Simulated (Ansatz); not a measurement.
This script makes relaxations under a series of pressures of GaFe3, space group Pm-3m with Ansatz 0.2.0, Python API.

`run_compress.py`:
```python
"""Cell of GaFe3 under pressure."""

import warnings

import ansatz as az
import numpy as np
import pandas as pd

def edges_and_angles(cell):
    cell = np.asarray(cell)
    a, b, c = np.linalg.norm(cell, axis=1)
    cosines = cell[1] @ cell[2] / (b * c), cell[0] @ cell[2] / (a * c), cell[0] @ cell[1] / (a * b)
    return (a, b, c, *np.degrees(np.arccos(cosines)))


def main() -> None:
    warnings.simplefilter("ignore", az.DeckWarning)

    lattice = az.Lattice.of(
        [3.701, 0.0, 0.0],
        [0.0, 3.701, 0.0],
        [0.0, 0.0, 3.701],
    )
    sites = [
        ("Ga", [0.0, 0.0, 0.0]),
        ("Fe", [0.0, 0.5, 0.5]),
        ("Fe", [0.5, 0.0, 0.5]),
        ("Fe", [0.5, 0.5, 0.0]),
    ]
    system = az.Crystal(lattice=lattice)
    for symbol, position in sites:
        system = system.atom(symbol, position)
    system = system.moments(Fe=3.5)

    job = (
        system.calculation()
        .functional("pbesol")
        .pseudopotentials("nc")
        .kpoints(5, 5, 5)  # sampling of the Brillouin zone
        .occupations(az.OccupationsMethod.FERMI_DIRAC, width=0.1)
        .spin(az.SpinTreatment.COLLINEAR)  # two spin channels
        .initial_density(normalization="atom")
        .scf(extra_bands=8)
    )

    # H = F + PV, with 1 GPa A^3 = 1/160.21766 eV
    rows = []
    for pressure in [0, 10, 20, 30, 40]:
        out = job.relax(cell=True, pressure=pressure, max_steps=40).run()
        cell = out.lattice.cell_ang
        n_atoms = len(out.lattice.sites)
        volume = abs(np.linalg.det(cell)) / n_atoms
        enthalpy = out.report["free_energy_ev"] / n_atoms + pressure * volume / 160.21766
        rows.append((pressure, volume, enthalpy, *edges_and_angles(cell)))
        print(f"{pressure} GPa done: {volume:.4f} A^3/atom")

    table = pd.DataFrame(rows, columns=["P_GPa", "V_A3_atom", "H_eV_atom", "a", "b", "c", "alpha", "beta", "gamma"])
    print(table.round(4).to_string(index=False))
    p, v = np.array([row[0] for row in rows], float), np.array([row[1] for row in rows])
    print("mean bulk modulus between rows (GPa):", np.round(-np.diff(p) / np.diff(np.log(v)), 1))


if __name__ == "__main__":
    main()
```

Its results, one of them left out:

| P (GPa) | relaxed V (Å³/atom) |
| --- | --- |
| 0 | 11.692 |
| 10 | 11.116 |
| 20 | 10.659 |
| 30 | 10.290 |
| 40 | ? |

What volume does the cell relax to at 40 GPa?

Murnaghan's form V = V0 (1 + B' P / B0)^(-1/B') through the 4 rows shown gives V0 = 11.692 Å³, B0 = 177.2 GPa and B' = 4.22, and so 9.977 Å³ an atom at 40 GPa. The run gave 9.983 Å³, 0.06 % away.

Reading the output:
- These settings explore the input space; cutoff and mesh may be short of convergence.
- Other magnetic orders than the one started from may lie lower.
- At a fixed pressure a relaxation lowers the enthalpy F + PV, while F alone can rise.
- For a metal this k-point mesh is coarse: on a finer one energies can move by several to tens of meV an atom and pressures by half a GPa or more, differences at one mesh by less.
- The starting cell is as deposited in a crystallographic database; the results hold for this polymorph, which needn't be the stable one.
- Symmetry holds the cell in this phase, whether or not it is the stable one at each pressure.
- The script silences the warnings on its input, which a real study should read.
- Run time: 73 s on 1 thread of AMD EPYC 9R45 96-Core Processor (Zen 5) (shared host), peak memory 0.65 GiB.
